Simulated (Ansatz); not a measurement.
# SiHF3 (SMILES F[SiH](F)F): B3LYP/6-31G(d) (Cartesian functions)

Aim: the vertical ionisation energy of SiHF3 at B3LYP/6-31G* (Cartesian functions), from 2 runs. 

Program for the calculation: Ansatz 0.2.0.

55 further runs of the same task are left out: 55 set aside as unsound or not needed.

### 1 The structure to begin with

The species is SiHF3 (5 atoms), meant as a singlet with charge 0. As SMILES, `F[SiH](F)F`. Geometry: relaxed at PBE0-D4/def2-TZVP.

Bond lengths: F1–Si2 1.573 Å, Si2–F3 1.573 Å, Si2–F4 1.573 Å, Si2–H5 1.461 Å. Angles: F1–Si2–F3 108.3°, F1–Si2–F4 108.3°, F3–Si2–F4 108.3°, F1–Si2–H5 110.7°, F3–Si2–H5 110.7°, F4–Si2–H5 110.7°.

### 2 The energy at B3LYP/6-31G(d) (Cartesian functions)

File run.yaml:

```yaml
crystal:
  periodic: [false, false, false]
  atoms:
    - {symbol: F, position_ang: [-0.447100, -0.082200, 1.491300]}
    - {symbol: Si, position_ang: [0.040700, 0.001700, -0.001800]}
    - {symbol: F, position_ang: [-0.597100, 1.281400, -0.657200]}
    - {symbol: F, position_ang: [-0.495900, -1.263300, -0.767200]}
    - {symbol: H, position_ang: [1.499400, 0.062400, -0.065100]}
basis:
  gaussian: {orbitals: "6-31G*"}
total_charge: 0
output: {orbitals: {seedname: orbitals}}
hamiltonian: {xc: {name: B3LYP}}
accuracy: high
```

The run is started by

```
$ ansatz run run.yaml --threads 1 --pin off --max-ram 3480MiB --events-out events.jsonl --progress --plain --runs-dir runs
```

The log of the run:

```text
Warning: RAYON_NUM_THREADS=1 ignored (pool sized by the plan → 1); use --threads N
Functional definition: B3LYP
  name "B3LYP"
  parameter a0 = 0.2
  parameter ax = 0.72
  parameter ac = 0.81
  exchange = (1 - a0 - ax)*slater_x + ax*b88_x + a0*exact_x
  correlation = (1 - ac)*vwn_rpa_c + ac*lyp_c
1329 factors; integrals over basis functions are off by at most 3.2e-9 eV
mean field evaluation 1: about -16046.0056 eV, gradient 4.8e1 eV
mean field evaluation 2: about -16041.9799 eV, gradient 7.2e1 eV
mean field evaluation 4: about -16049.2476 eV, gradient 2.7e-1 eV
mean field evaluation 8: about -16049.3214 eV, gradient 1.8e-3 eV
mean field evaluation 16: about -16049.3214 eV, gradient 2.3e-7 eV
mean field -16049.32136275 eV, -589.8016814602 hartree, gradient 6.9e-8 eV, S^2 0.000000; 0 other end points of the search recorded, 0 dependent functions left out
reference -16049.32139687 eV, -589.8016827141 hartree; 21, 21 occupied and 45, 45 virtual orbitals, 1329 factors
Total energy: -16049.32139687 eV, -589.8016827141 hartree
```

Wall time 3.9 s (1 thread of Arm Neoverse V2, shared host); peak memory 0.18 GiB.

### 3 The doublet cation, same level

File job.yaml:

```yaml
crystal:
  periodic: [false, false, false]
  atoms:
    - {symbol: F, position_ang: [-0.447100, -0.082200, 1.491300]}
    - {symbol: Si, position_ang: [0.040700, 0.001700, -0.001800]}
    - {symbol: F, position_ang: [-0.597100, 1.281400, -0.657200]}
    - {symbol: F, position_ang: [-0.495900, -1.263300, -0.767200]}
    - {symbol: H, position_ang: [1.499400, 0.062400, -0.065100]}
basis:
  gaussian:
    orbitals: "6-31G*"
total_charge: 1
magnetization:
  spin_polarized: true
  initial_magnetization: 1
hamiltonian:
  xc: {name: B3LYP}
accuracy: high
output:
  orbitals: {seedname: orbitals}
```

The run is started by

```
$ ansatz run job.yaml --threads 1 --pin off --max-ram 3480MiB --events-out events.jsonl --progress --plain --runs-dir runs
```

The log of the run, cut to the lines that bear on the results:

```text
Warning: RAYON_NUM_THREADS=1 ignored (pool sized by the plan → 1); use --threads N
[... 7 set-up lines as earlier in the session ...]
1329 factors; integrals over basis functions are off by at most 3.2e-9 eV
mean field evaluation 1: about -16021.7367 eV, gradient 6.5e1 eV
mean field evaluation 2: about -15979.6910 eV, gradient 1.3e2 eV
mean field evaluation 4: about -16035.2516 eV, gradient 5.4e0 eV
mean field evaluation 8: about -16035.4607 eV, gradient 2.9e-1 eV
mean field evaluation 16: about -16035.4610 eV, gradient 9.0e-5 eV
mean field evaluation 32: about -16035.3526 eV, gradient 6.5e-1 eV
mean field -16035.46099095 eV, -589.2923221915 hartree, gradient 9.9e-8 eV, S^2 0.756339; 4 other end points of the search recorded, 0 dependent functions left out
reference -16035.46102446 eV, -589.2923234230 hartree; 21, 20 occupied and 45, 46 virtual orbitals, 1329 factors
Total energy: -16035.46102446 eV, -589.2923234230 hartree
```

Run time: 8.7 s. Hardware: 1 thread of Arm Neoverse V2, shared host; peak memory 0.25 GiB.

### 4 Summary of results

Level: B3LYP/6-31G* (Cartesian functions).

| quantity | value |
| --- | --- |
| singlet SiHF3: total energy | -589.80168 Eh |
| singlet SiHF3: HOMO energy | -10.72 eV |
| singlet SiHF3: LUMO energy | 1.42 eV |
| singlet SiHF3: HOMO–LUMO gap | 12.13 eV |
| doublet cation: total energy | -589.29232 Eh |
| doublet cation: HOMO energy (highest over α and β) | -19.02 eV |
| doublet cation: LUMO energy (lowest over α and β) | -16.93 eV |
| doublet cation: ⟨S²⟩ | 0.756 |
| vertical ionisation energy (to the doublet cation) | 13.860 eV |

In words: The vertical ionisation energy comes to 13.86 eV (1337 kJ/mol). −ε(HOMO) before ionisation, 10.72 eV, is 3.14 eV below this ionisation energy.
